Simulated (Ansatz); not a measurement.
Runs of Ansatz 0.2.0 on MgB. The structure is cubic, space group Pm-3m (No. 221). The conventional cell has a = 2.895 Å, b = 2.895 Å, c = 2.895 Å, α = 90.00°, β = 90.00°, γ = 90.00°. Mg (site symmetry m-3m) has 8 B at 2.51 Å as nearest neighbours. Around B (site symmetry m-3m) lie 8 Mg at 2.51 Å. The cell was built by a generator and needn't be a form met in nature.

| task | level | potentials or basis | cell | k mesh | cutoff (eV) | smearing | points for each segment of the path | mesh quality | gap on the mesh (eV) | pressure (GPa) | V0 of scaled cells (Å³/atom) | B0 (GPa) |
| --- | --- | --- | --- | --- | --- | --- | --- | --- | --- | --- | --- | --- |
| single point | PBE | Ansatz PAW | as given | 9 × 9 × 9 | 420 | gaussian 0.029 eV | - | not flagged | none | 0.4 | - | - |
| density of states | PBE | Ansatz PAW | as given | 9 × 9 × 9 | 420 | fermi-dirac 0.05 eV | - | not flagged | none | 0.2 | - | - |
| equation of state | PBE | JTH PAW | as given | 9 × 9 × 9 | 900 | fermi-dirac 0.05 eV | - | not flagged | - | - | (b) | 82 |
| band structure | HSEsol | Ansatz PAW | as given | 5 × 5 × 5 | 420 | fermi-dirac 0.05 eV | 4 | coarse | none | - | - | - |
| equation of state | PBE | Ansatz PAW | as given | 9 × 9 × 9 | 420 | fermi-dirac 0.05 eV | - | not flagged | - | - | 12.16 | 83 |
| relaxation of cell and atoms | BLYP+D3(BJ) | Ansatz PAW | relaxed | 9 × 9 × 9 | 420 | fermi-dirac 0.05 eV | - | not flagged | none | 0.0 | - | - |
| equation of state | PBE | Ansatz PAW soft_1 | as given | 9 × 9 × 9 | 420 | fermi-dirac 0.05 eV | - | not flagged | - | - | 12.15 | 83 |
| band structure | PBE | JTH PAW | as given | 9 × 9 × 9 | 900 | fermi-dirac 0.05 eV | 14 | not flagged | none | 0.2 | - | - |
| equation of state | PBE | Ansatz NC | as given | 9 × 9 × 9 | 1143 | fermi-dirac 0.05 eV | - | not flagged | - | - | 12.16 | 83 |
| band structure | r2SCAN | Ansatz PAW | as given | 9 × 9 × 9 | 500 | fermi-dirac 0.05 eV | 14 | not flagged | none | -0.8 | - | - |
| equation of state | PBE | SPMS NC | as given | 9 × 9 × 9 | 789 | fermi-dirac 0.05 eV | - | not flagged | - | - | (a) | 83 |
| equation of state | PBE | Ansatz PAW earlier set | as given | 9 × 9 × 9 | 710 | fermi-dirac 0.05 eV | - | not flagged | - | - | 12.15 | 83 |

Alike in all rows: no spin polarisation.

Fill in the values left out.

(a) 12.18; (b) 12.17.

Caveats: some runs use coarse meshes; the PAW data sets come from PBE, with cores solved anew for the run's functional, which leaves a small shift of forces and pressure (some runs); the density of states is complete only up to the lowest level of the last band computed (some runs); the potentials were made for another functional, which shifts forces and pressure (some runs); the plane-wave basis is chosen anew once the cell has moved, so the energies of steps on either side of that aren't comparable (some runs); pairwise dispersion overbinds metals, which lowers pressure and volume (some runs).

A k mesh can miss the band edges.

A gap of «none» marks a metal or a gap under the smearing width.

Not every run made on this cell is shown here.
